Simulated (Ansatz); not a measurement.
# GaH₄+ (singlet): from Hartree-Fock to the top rungs at distance H3–H5 = 0.841 Å, cc-pVDZ

How much of the correlation energy of GaH₄+ (singlet) does each wave-function method recover here?

The runs use Ansatz 0.2.0, Gaussian basis; cc-pVDZ, core rule «outside noble gas», up to 14 orbitals frozen.

Plan: UHF; CCSD(T) on RHF; BCCD(T) on RHF; CISD; CCSDT(Q) on RHF; CASSCF and MRCISD+Q, 2 electrons in 2 orbitals; CASSCF and NEVPT2, 2 electrons in 2 orbitals; Full CI.

45 further runs of the same task are left out: 24 for a known fault of the program, 16 that didn't finish, 5 set aside as unsound or not needed.

## (1) What is computed

The geometry derives from a PBE0/def2-TZVP stationary point (not a proven minimum). One bond is set to the value named and the two fragments are kept rigid. No spin-orbit coupling is included. The filled d shell of Ga may be among the frozen orbitals whatever the setting's name suggests; the logs give the count.

5 atoms, charge 1, spin multiplicity 1.

Atoms are counted from 1 here; the program's logs count them from 0.

Bond lengths: Ga1–H2 1.527 Å, Ga1–H4 1.527 Å, H3–H5 0.841 Å. Angles: H2–Ga1–H4 169.3°.

Coordinates:

```
Ga    0.0000    0.0010   -0.0552
H     0.0000    1.5217   -0.1979
H     0.0000    0.3836    2.1069
H     0.0000   -1.5196   -0.1979
H     0.0000   -0.4574    2.1069
```

## (2) UHF

File in.yaml:

```yaml
crystal:
  periodic: [false, false, false]
  atoms:
    - {symbol: Ga, position_ang: [0.000000, 0.001038, -0.055194]}
    - {symbol: H, position_ang: [0.000000, 1.521711, -0.197915]}
    - {symbol: H, position_ang: [0.000000, 0.383560, 2.106890]}
    - {symbol: H, position_ang: [0.000000, -1.519635, -0.197915]}
    - {symbol: H, position_ang: [0.000000, -0.457440, 2.106890]}
basis:
  gaussian: {orbitals: cc-pVDZ}
total_charge: 1
magnetization: {spin_polarized: true, initial_magnetization: 0}
hamiltonian: {xc: hf}
output: {orbitals: {seedname: orbitals}}
```

Launch:

```bash
ansatz run in.yaml --threads 1 --pin off --events-out ev --progress --plain --max-ram 2393MiB
```

Further steps of the session: CCSD(T) on RHF; BCCD(T) on RHF; CISD; CCSDT(Q) on RHF; CASSCF and MRCISD+Q, 2 electrons in 2 orbitals; CASSCF and NEVPT2, 2 electrons in 2 orbitals; Full CI.

**Question.** What will the summary of the whole plan be? Wanted: FCI below the RHF energy; RMP2 from FCI; RCCSD from FCI; RCCSD(T) from FCI; RCCSDT(Q) from FCI; NEVPT2 pair from FCI; T1 diagnostic; effectively unpaired electrons.

The runs gave:

| quantity | value |
| --- | --- |
| FCI below the RHF energy | -2.8688 eV |
| RMP2 from FCI | +720.7 meV |
| RCCSD from FCI | +34.8 meV |
| RCCSD(T) from FCI | +9.5 meV |
| RCCSDT(Q) from FCI | +0.3 meV |
| NEVPT2 pair from FCI | +655.2 meV |
| levels within 1 kcal/mol (43 meV) | RCCSD, RCCSD(T), BCCD(T), RCCSDT, RCCSDT(Q) |
| T1 diagnostic | 0.009 |
| effectively unpaired electrons | 0.03 |

In words: RCCSD(T) lands +9.5 meV from the yardstick (0.3 % of the correlation energy). One determinant dominates. These misses are within one basis, not against nature.
